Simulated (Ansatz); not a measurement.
# AlH6NOSi: the cost of one run

Method: RKS B3LYP-D4/6-31G, in Ansatz 0.2.0.

### 1 The structure to begin with

Bond lengths: Al1–O2 1.780 Å, O2–Si3 1.680 Å, Si3–H4 1.460 Å, Si3–H5 1.460 Å, Si3–H6 1.460 Å, Al1–H7 1.560 Å, Al1–N8 1.920 Å, N8–H9 1.060 Å, N8–H10 1.060 Å. Angles: Al1–O2–Si3 125.0°, O2–Al1–H7 120.0°, O2–Al1–N8 120.0°, H7–Al1–N8 120.0°, O2–Si3–H4 109.5°, O2–Si3–H5 109.5°, O2–Si3–H6 109.5°, H4–Si3–H5 109.4°, H4–Si3–H6 109.4°, H5–Si3–H6 109.4°, Al1–N8–H9 120.0°, Al1–N8–H10 120.0°, H9–N8–H10 120.0°.

Structure file:

```xyz
10

Al    0.0000    0.0000    0.0000
O     0.0000    0.0000    1.7800
Si   -1.3147   -0.4067    2.7436
H    -2.2390   -1.2403    1.9804
H    -0.8506   -1.1432    3.9157
H    -1.9987    0.8095    3.1733
H     1.3510    0.0000   -0.7800
N    -1.6627    0.0000   -0.9600
H    -2.3316   -0.8164   -0.8614
H    -1.9118    0.8164   -1.5886
```

### 2 Relaxing the start

input.yaml

```yaml
crystal:
  periodic: [false, false, false]
  atoms:
    - { symbol: Al, position_ang: [0.0, 0.0, 0.0] }
    - { symbol: O, position_ang: [0.0, 0.0, 1.78] }
    - { symbol: Si, position_ang: [-1.3147, -0.4067, 2.7436] }
    - { symbol: H, position_ang: [-2.239, -1.2403, 1.9804] }
    - { symbol: H, position_ang: [-0.8506, -1.1432, 3.9157] }
    - { symbol: H, position_ang: [-1.9987, 0.8095, 3.1733] }
    - { symbol: H, position_ang: [1.351, 0.0, -0.78] }
    - { symbol: "N", position_ang: [-1.6627, 0.0, -0.96] }
    - { symbol: H, position_ang: [-2.3316, -0.8164, -0.8614] }
    - { symbol: H, position_ang: [-1.9118, 0.8164, -1.5886] }
basis:
  gaussian: { orbitals: "6-31G" }
hamiltonian:
  xc: b3lyp
  dispersion: d4
relax:
  f_tol: 0.02
  max_steps: 40
```

The run is started by

```console
$ ansatz run input.yaml --threads 1 --pin off --max-ram 2048MiB --backend cpu --events-out ev --progress --plain --runs-dir out
```

Q: Estimate wall time and peak memory on 1 thread of Intel Xeon Platinum 8488C (Sapphire Rapids), shared host.

About 45 s, with a peak of 0.17 GiB.
